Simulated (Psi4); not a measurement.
# C2H2ClSi (SMILES [C]#C[SiH2]Cl) at UM06-L/6-311+G(d,p), part 1 of 2

Aim: the energy change on altering one bond length of C2H2ClSi at UM06-L/6-311+G**, from 2 runs. 

The calculation is run with Psi4 1.11.

## (1) The system as given

C2H2ClSi: 6 atoms, total charge 0, spin state doublet. As SMILES, `[C]#C[SiH2]Cl`. The coordinates come from a PBE0-D4/def2-TZVP relaxation.

Bond lengths: C1–C2 1.212 Å, C2–Si3 1.820 Å, Si3–Cl4 2.045 Å, Si3–H5 1.477 Å, Si3–H6 1.477 Å. Angles: C1–C2–Si3 178.6°, C2–Si3–Cl4 109.3°, C2–Si3–H5 109.2°, C2–Si3–H6 109.2°, Cl4–Si3–H5 108.7°, Cl4–Si3–H6 108.7°, H5–Si3–H6 111.7°.

## (2) Energy and gradient at UM06-L/6-311+G(d,p)

c2h2clsi.xyz

```xyz
6
C2H2ClSi
C      0.868400    -2.059200     1.138400
C      0.473000    -1.050800     0.595000
Si    -0.084700     0.485400    -0.206000
Cl    -1.795500     0.115200    -1.263900
H      0.959500     0.950800    -1.141600
H     -0.378700     1.494700     0.831900
```

c2h2clsi.py

```python
import psi4

psi4.set_memory('1600 MB')
psi4.set_num_threads(1)
psi4.core.set_output_file('psi4.out', False)

with open('c2h2clsi.xyz') as f:
    atoms = ''.join(f.readlines()[2:])
mol = psi4.geometry('0 2\n' + atoms + 'symmetry c1\nno_reorient\nno_com')

psi4.set_options({
    'reference': 'uks',
    'puream': True,
    'e_convergence': 1e-09,
    'd_convergence': 1e-08,
    'scf_type': 'pk',
    'dft_radial_points': 99,
    'dft_spherical_points': 590,
    'maxiter': 200,
})

result, w = psi4.gradient("m06-l/6-311+G**", return_wfn=True)
psi4.oeprop(w, "QUADRUPOLE", "LOWDIN_CHARGES", "MAYER_INDICES")
print('gradient / Eh bohr^-1')
print(result.np.round(6))
print(f'energy = {w.energy():.10f} Eh')
```

Run with:

```
$ python c2h2clsi.py
```

psi4.out:

```text
gradient() will perform analytic gradient computation.

   => Loading Basis Set <=

    Name: 6-311+G**
    Role: ORBITAL
    Keyword: BASIS

         ---------------------------------------------------------
                                   SCF
                              UKS Reference
                        1 Threads,   1525 MiB Core
         ---------------------------------------------------------

  ==> Geometry <==

    Molecular point group: c1
    Full point group: C1

    Geometry (in Angstrom), charge = 0, multiplicity = 2:

       Center              X                  Y                   Z               Mass
    ------------   -----------------  -----------------  -----------------  -----------------
         C            0.868400000000    -2.059200000000     1.138400000000    12.000000000000
         C            0.473000000000    -1.050800000000     0.595000000000    12.000000000000
         SI          -0.084700000000     0.485400000000    -0.206000000000    27.976926534650
         CL          -1.795500000000     0.115200000000    -1.263900000000    34.968852682000
         H            0.959500000000     0.950800000000    -1.141600000000     1.007825032230
         H           -0.378700000000     1.494700000000     0.831900000000     1.007825032230

  Running in c1 symmetry.

  Rotational constants: A =      0.28362  B =      0.07575  C =      0.06109 [cm^-1]
  Rotational constants: A =   8502.67730  B =   2270.99878  C =   1831.55149 [MHz]
  Nuclear repulsion =  166.882499206048294

  Charge       = 0
  Multiplicity = 2
  Electrons    = 45
  Nalpha       = 23
  Nbeta        = 22

  ==> Algorithm <==

  SCF Algorithm Type is PK.
  DIIS enabled.
  MOM disabled.
  Fractional occupation disabled.
  Guess Type is SAD.
  Energy threshold   = 1.00e-09
  Density threshold  = 1.00e-08
  Integral threshold = 1.00e-12

  ==> Primary Basis <==

  Basis Set: 6-311+G**
    Blend: 6-311+G**
    Number of shells: 56
    Number of basis functions: 116
    Number of Cartesian functions: 120
    Spherical Harmonics?: true
    Max angular momentum: 2

  ==> DFT Potential <==

   => LibXC <=

    Version 7.1.2

   => Composite Functional: M06-L <=

    M06-L Meta-GGA XC Functional

    Deriv               =              1
    GGA                 =           TRUE
    Meta                =           TRUE

    Exchange Hybrid     =          FALSE
    MP2 Hybrid          =          FALSE

   => Exchange Functionals <=

    1.0000   XC_MGGA_X_M06_L

   => Correlation Functionals <=

    1.0000   XC_MGGA_C_M06_L

   => LibXC Density Thresholds  <==

    XC_MGGA_C_M06_L:  1.00E-12
    XC_MGGA_X_M06_L:  1.00E-15

   => Molecular Quadrature <=

    Radial Scheme          =       TREUTLER
    Pruning Scheme         =           NONE
    Nuclear Scheme         =       TREUTLER

    Blocking Scheme        =         OCTREE
    BS radius alpha        =              1
    Pruning alpha          =              1
    Radial Points          =             99
    Spherical Points       =            590
    Total Points           =         338103
    Total Blocks           =           2500
    Max Points             =            256
    Max Functions          =            108
    Weights Tolerance      =       1.00E-15

  ==> Integral Setup <==

  Using in-core PK algorithm.
   Calculation information:
      Number of atoms:                   6
      Number of AO shells:              56
      Number of primitives:            101
      Number of atomic orbitals:       120
      Number of basis functions:       116

      Integral cutoff                 1.00e-12
      Number of threads:                 1

  Performing in-core PK
  Using 46056582 doubles for integral storage.
  We computed 1067466 shell quartets total.
  Whereas there are 1274406 unique shell quartets.

  ==> DiskJK: Disk-Based J/K Matrices <==

    J tasked:                  Yes
    K tasked:                   No
    wK tasked:                  No
    Memory [MiB]:             1029
    Schwarz Cutoff:          1E-12

  Cached 5.3% of DFT collocation blocks in 0.100 [GiB].

  Minimum eigenvalue in the overlap matrix is 1.7003452833E-05.
  Reciprocal condition number of the overlap matrix is 2.2303214354E-06.
    Using symmetric orthogonalization.

  ==> Pre-Iterations <==

  SCF Guess: Superposition of Atomic Densities via on-the-fly atomic UHF (no occupation information).

   -------------------------
    Irrep   Nso     Nmo
   -------------------------
     A        116     116
   -------------------------
    Total     116     116
   -------------------------

  ==> Iterations <==

                        Total Energy        Delta E     RMS |[F,P]|

   @UKS iter SAD:  -826.45013945649168   -8.26450e+02   0.00000e+00
   @UKS iter   1:  -826.30614047747076    1.43999e-01   7.82443e-03 ADIIS/DIIS
   @UKS iter   2:  -818.62851296114616    7.67763e+00   1.91065e-02 ADIIS/DIIS
   @UKS iter   3:  -826.91788696369758   -8.28937e+00   3.16629e-03 ADIIS/DIIS
   @UKS iter   4:  -826.90162807653815    1.62589e-02   3.29423e-03 ADIIS/DIIS
   @UKS iter   5:  -826.98334752223730   -8.17194e-02   1.35963e-03 ADIIS/DIIS
   @UKS iter   6:  -826.99251126474326   -9.16374e-03   7.02617e-04 ADIIS/DIIS
   @UKS iter   7:  -826.99747173911987   -4.96047e-03   1.83612e-04 ADIIS/DIIS
   @UKS iter   8:  -826.99786432050882   -3.92581e-04   6.70116e-05 DIIS
   @UKS iter   9:  -826.99798702320368   -1.22703e-04   3.11362e-05 DIIS
   @UKS iter  10:  -826.99803087652901   -4.38533e-05   1.59461e-05 DIIS
   @UKS iter  11:  -826.99803851555305   -7.63902e-06   5.20215e-06 DIIS
   @UKS iter  12:  -826.99803887694168   -3.61389e-07   1.36003e-06 DIIS
   @UKS iter  13:  -826.99803890193516   -2.49935e-08   5.58112e-07 DIIS
   @UKS iter  14:  -826.99803891086879   -8.93363e-09   2.52535e-07 DIIS
   @UKS iter  15:  -826.99803891481338   -3.94459e-09   1.60154e-07 DIIS
   @UKS iter  16:  -826.99803891572401   -9.10632e-10   3.64405e-08 DIIS
   @UKS iter  17:  -826.99803891576016   -3.61524e-11   2.71023e-08 DIIS
   @UKS iter  18:  -826.99803891576767   -7.50333e-12   4.99679e-09 DIIS
  Energy and wave function converged.

  ==> Post-Iterations <==

   Electrons on quadrature grid:
      Nalpha   =   22.9999995953 ; deviation = -4.047e-07
      Nbeta    =   21.9999996162 ; deviation = -3.838e-07
      Ntotal   =   44.9999992115 ; deviation = -7.885e-07

   @Spin Contamination Metric:   4.170282335E-02
   @S^2 Expected:                7.500000000E-01
   @S^2 Observed:                7.917028233E-01
   @S   Expected:                5.000000000E-01
   @S   Observed:                5.000000000E-01

    Orbital Energies [Eh]
    ---------------------

    Alpha Occupied:

       1A   -101.192312     2A    -65.890381     3A    -10.125005
       4A    -10.071426     5A     -9.412606     6A     -7.120529
       7A     -7.113331     8A     -7.113063     9A     -5.302628
[... 4 lines of this table left out ...]
      22A     -0.298535    23A     -0.293618

    Alpha Virtual:

      24A     -0.063846    25A     -0.047686    26A     -0.004676
      27A      0.015722    28A      0.017000    29A      0.025613
      30A      0.033628    31A      0.055972    32A      0.061776
[... 27 lines of this table left out ...]
     114A     26.448149   115A    141.638443   116A    216.391430

    Beta Occupied:

       1A   -101.192295     2A    -65.890122     3A    -10.105549
       4A    -10.070632     5A     -9.412588     6A     -7.120545
       7A     -7.113235     8A     -7.113051     9A     -5.302395
      10A     -3.614122    11A     -3.611071    12A     -3.609549
      13A     -0.809759    14A     -0.725648    15A     -0.549578
      16A     -0.419147    17A     -0.382989    18A     -0.375834
      19A     -0.312672    20A     -0.303657    21A     -0.285173
      22A     -0.281117

    Beta Virtual:

      23A     -0.209833    24A     -0.048841    25A     -0.029879
      26A     -0.003462    27A      0.015659    28A      0.019805
      29A      0.035070    30A      0.046567    31A      0.060213
[... 27 lines of this table left out ...]
     113A     26.139986   114A     26.448358   115A    141.638595
     116A    216.391445

    Final Occupation by Irrep:
              A
    DOCC [    22 ]
    SOCC [     1 ]
    NA   [    23 ]
    NB   [    22 ]

  @UKS Final Energy:  -826.99803891576767

   => Energetics <=

    Nuclear Repulsion Energy =            166.8824992060482941
    One-Electron Energy =               -1471.5867633539164672
    Two-Electron Energy =                 538.4519955179723638
    DFT Exchange-Correlation Energy =     -60.7457702858719131
    Empirical Dispersion Energy =           0.0000000000000000
    VV10 Nonlocal Energy =                  0.0000000000000000
    Total Energy =                       -826.9980389157676655

  UHF NO Occupations:
  HONO-2 :   21  A 1.9902536
  HONO-1 :   22  A 1.9899353
  HONO-0 :   23  A 1.0000000
  LUNO+0 :   24  A 0.0100647
  LUNO+1 :   25  A 0.0097464
  LUNO+2 :   26  A 0.0008349
  LUNO+3 :   27  A 0.0002860

Computation Completed

Properties will be evaluated at   0.000000,   0.000000,   0.000000 [a0]

Properties computed using the SCF density matrix

 Multipole Moments:

 ------------------------------------------------------------------------------------
     Multipole            Electronic (a.u.)      Nuclear  (a.u.)        Total (a.u.)
 ------------------------------------------------------------------------------------

 L = 1.  Multiply by 2.5417464519 to convert [e a0] to [Debye]
 Dipole X            :         43.9782717          -43.6150679            0.3632038
 Dipole Y            :         14.3542548          -14.0983018            0.2559531
 Dipole Z            :         27.1603955          -26.9845332            0.1758624
 Magnitude           :                                                    0.4778667

 ------------------------------------------------------------------------------------

	total time  =         84 seconds =       1.40 minutes

         ------------------------------------------------------------
                                   SCF GRAD
         ------------------------------------------------------------

  ==> Geometry <==

    Molecular point group: c1
    Full point group: C1

    Geometry (in Angstrom), charge = 0, multiplicity = 2:

       Center              X                  Y                   Z               Mass
    ------------   -----------------  -----------------  -----------------  -----------------
         C            0.868400000000    -2.059200000000     1.138400000000    12.000000000000
         C            0.473000000000    -1.050800000000     0.595000000000    12.000000000000
         SI          -0.084700000000     0.485400000000    -0.206000000000    27.976926534650
         CL          -1.795500000000     0.115200000000    -1.263900000000    34.968852682000
         H            0.959500000000     0.950800000000    -1.141600000000     1.007825032230
         H           -0.378700000000     1.494700000000     0.831900000000     1.007825032230

  Nuclear repulsion =  166.882499206048294

  ==> Basis Set <==

  Basis Set: 6-311+G**
    Blend: 6-311+G**
    Number of shells: 56
    Number of basis functions: 116
    Number of Cartesian functions: 120
    Spherical Harmonics?: true
    Max angular momentum: 2

  ==> DirectJKGrad: Integral-Direct SCF Gradients <==

    Gradient:                    1
    J tasked:                  Yes
    K tasked:                   No
    wK tasked:                  No
    Integrals threads:           1
    Schwarz Cutoff:          1E-12

  ==> DFT Potential <==

   => LibXC <=

    Version 7.1.2

   => Composite Functional: M06-L <=

    M06-L Meta-GGA XC Functional

    Deriv               =              1
    GGA                 =           TRUE
    Meta                =           TRUE

    Exchange Hybrid     =          FALSE
    MP2 Hybrid          =          FALSE

   => Exchange Functionals <=

    1.0000   XC_MGGA_X_M06_L

   => Correlation Functionals <=

    1.0000   XC_MGGA_C_M06_L

   => LibXC Density Thresholds  <==

    XC_MGGA_C_M06_L:  1.00E-12
    XC_MGGA_X_M06_L:  1.00E-15

   => Molecular Quadrature <=

    Radial Scheme          =       TREUTLER
    Pruning Scheme         =           NONE
    Nuclear Scheme         =       TREUTLER

    Blocking Scheme        =         OCTREE
    BS radius alpha        =              1
    Pruning alpha          =              1
    Radial Points          =             99
    Spherical Points       =            590
    Total Points           =         338103
    Total Blocks           =           2500
    Max Points             =            256
    Max Functions          =            108
    Weights Tolerance      =       1.00E-15

  -Total Gradient:
     Atom            X                  Y                   Z
    ------   -----------------  -----------------  -----------------
       1       -0.004759254852     0.012336464034    -0.006603851460
       2        0.004484297207    -0.012190181646     0.006371076175
       3       -0.003219431491    -0.003092218373    -0.001326603815
       4        0.001530530216     0.000032741654     0.001028160510
       5        0.002125690523     0.000967421733    -0.001520789459
       6       -0.000259911672     0.001950196598     0.001985644391

	total time  =         12 seconds =       0.20 minutes

Properties will be evaluated at   0.000000,   0.000000,   0.000000 [a0]
OEProp: No title given, name of density matrix used for the following properties is 'SCF alpha density'

 Multipole Moments:

 ------------------------------------------------------------------------------------
     Multipole            Electronic (a.u.)      Nuclear  (a.u.)        Total (a.u.)
 ------------------------------------------------------------------------------------

 L = 1.  Multiply by 2.5417464519 to convert [e a0] to [Debye]
 Dipole X            :         43.9782717          -43.6150679            0.3632038
 Dipole Y            :         14.3542548          -14.0983018            0.2559531
 Dipole Z            :         27.1603955          -26.9845332            0.1758624
 Magnitude           :                                                    0.4778667

 L = 2.  Multiply by 1.3450342976 to convert [e a0^2] to [Debye ang]
 Quadrupole XX       :       -250.1825707          220.8222246          -29.3603460
 Quadrupole XY       :         62.1035536          -62.3403319           -0.2367782
 Quadrupole XZ       :       -161.4727695          160.8145129           -0.6582566
[... 5 lines of this table left out ...]
 Traceless ZZ        :         24.9565902          -25.3237598           -0.3671696

 ------------------------------------------------------------------------------------
  Lowdin Charges: (a.u.)
   Center  Symbol    Alpha    Beta     Spin     Total
       1     C     3.51569  2.42519  1.09050  0.05912
       2     C     3.13533  3.24974 -0.11441 -0.38507
       3    SI     6.69396  6.66912  0.02484  0.63692
       4    CL     8.57466  8.57169  0.00297 -0.14635
       5     H     0.54017  0.54213 -0.00197 -0.08230
       6     H     0.54020  0.54212 -0.00193 -0.08232

  Total alpha = 23.00000, Total beta = 22.00000, Total charge = -0.00000

  Mayer Bond Indices:

  Total Bond Index:
  Irrep: 1 Size: 6 x 6

                 1                   2                   3                   4                   5

    1     0.00000000000000     3.38842535859107    -0.25251951188960    -0.12177600095771    -0.04034014291561
    2     3.38842535859107     0.00000000000000     0.90768332005654     0.06656497914771    -0.02908000628660
    3    -0.25251951188960     0.90768332005654     0.00000000000000     1.15616151543133     0.99082408848684
    4    -0.12177600095771     0.06656497914771     1.15616151543133     0.00000000000000     0.00783009577822
    5    -0.04034014291561    -0.02908000628660     0.99082408848684     0.00783009577822     0.00000000000000
    6    -0.04056856337103    -0.02913526545173     0.99105795599928     0.00786541997566     0.00369246538068

                 6

    1    -0.04056856337103
    2    -0.02913526545173
    3     0.99105795599928
    4     0.00786541997566
    5     0.00369246538068
    6     0.00000000000000

  Alpha Contribution:
  Irrep: 1 Size: 6 x 6

                 1                   2                   3                   4                   5

    1     0.00000000000000     1.90555423429239    -0.16077886593762    -0.03340220032176    -0.01147374009276
    2     1.90555423429239     0.00000000000000     0.49972040882356     0.00909703206760    -0.02120238529686
    3    -0.16077886593762     0.49972040882356     0.00000000000000     0.57173221248107     0.49415920252149
    4    -0.03340220032176     0.00909703206760     0.57173221248107     0.00000000000000     0.00401333364304
    5    -0.01147374009276    -0.02120238529686     0.49415920252149     0.00401333364304     0.00000000000000
    6    -0.01148837954719    -0.02131420360285     0.49425388668417     0.00402891413598     0.00134600362552

                 6

    1    -0.01148837954719
    2    -0.02131420360285
    3     0.49425388668417
    4     0.00402891413598
    5     0.00134600362552
    6     0.00000000000000

  Beta Contribution:
  Irrep: 1 Size: 6 x 6

                 1                   2                   3                   4                   5

    1     0.00000000000000     1.48287112429868    -0.09174064595198    -0.08837380063595    -0.02886640282285
    2     1.48287112429868     0.00000000000000     0.40796291123299     0.05746794708012    -0.00787762098975
    3    -0.09174064595198     0.40796291123299     0.00000000000000     0.58442930295026     0.49666488596535
    4    -0.08837380063595     0.05746794708012     0.58442930295026     0.00000000000000     0.00381676213518
    5    -0.02886640282285    -0.00787762098975     0.49666488596535     0.00381676213518     0.00000000000000
    6    -0.02908018382384    -0.00782106184887     0.49680406931512     0.00383650583968     0.00234646175516

                 6

    1    -0.02908018382384
    2    -0.00782106184887
    3     0.49680406931512
    4     0.00383650583968
    5     0.00234646175516
    6     0.00000000000000

  Atomic Valences:

 #  #
 Irrep: 1
      1:    2.933221139457113
      2:    4.304458386056998
      3:    3.793207368084397
      4:    1.116646009375218
      5:    0.932926500443530
      6:    0.932912012532871
```

The script printed:

```text
gradient / Eh bohr^-1
[[-4.7590e-03  1.2336e-02 -6.6040e-03]
 [ 4.4840e-03 -1.2190e-02  6.3710e-03]
 [-3.2190e-03 -3.0920e-03 -1.3270e-03]
 [ 1.5310e-03  3.3000e-05  1.0280e-03]
 [ 2.1260e-03  9.6700e-04 -1.5210e-03]
 [-2.6000e-04  1.9500e-03  1.9860e-03]]
energy = -826.9980389158 Eh
```

It took 98 s on 1 thread of Intel Xeon Platinum 8124M at 3.00GHz (Skylake/Cascade Lake), shared host; peak memory 0.68 GiB.

(Continued in part 2 of 2.)
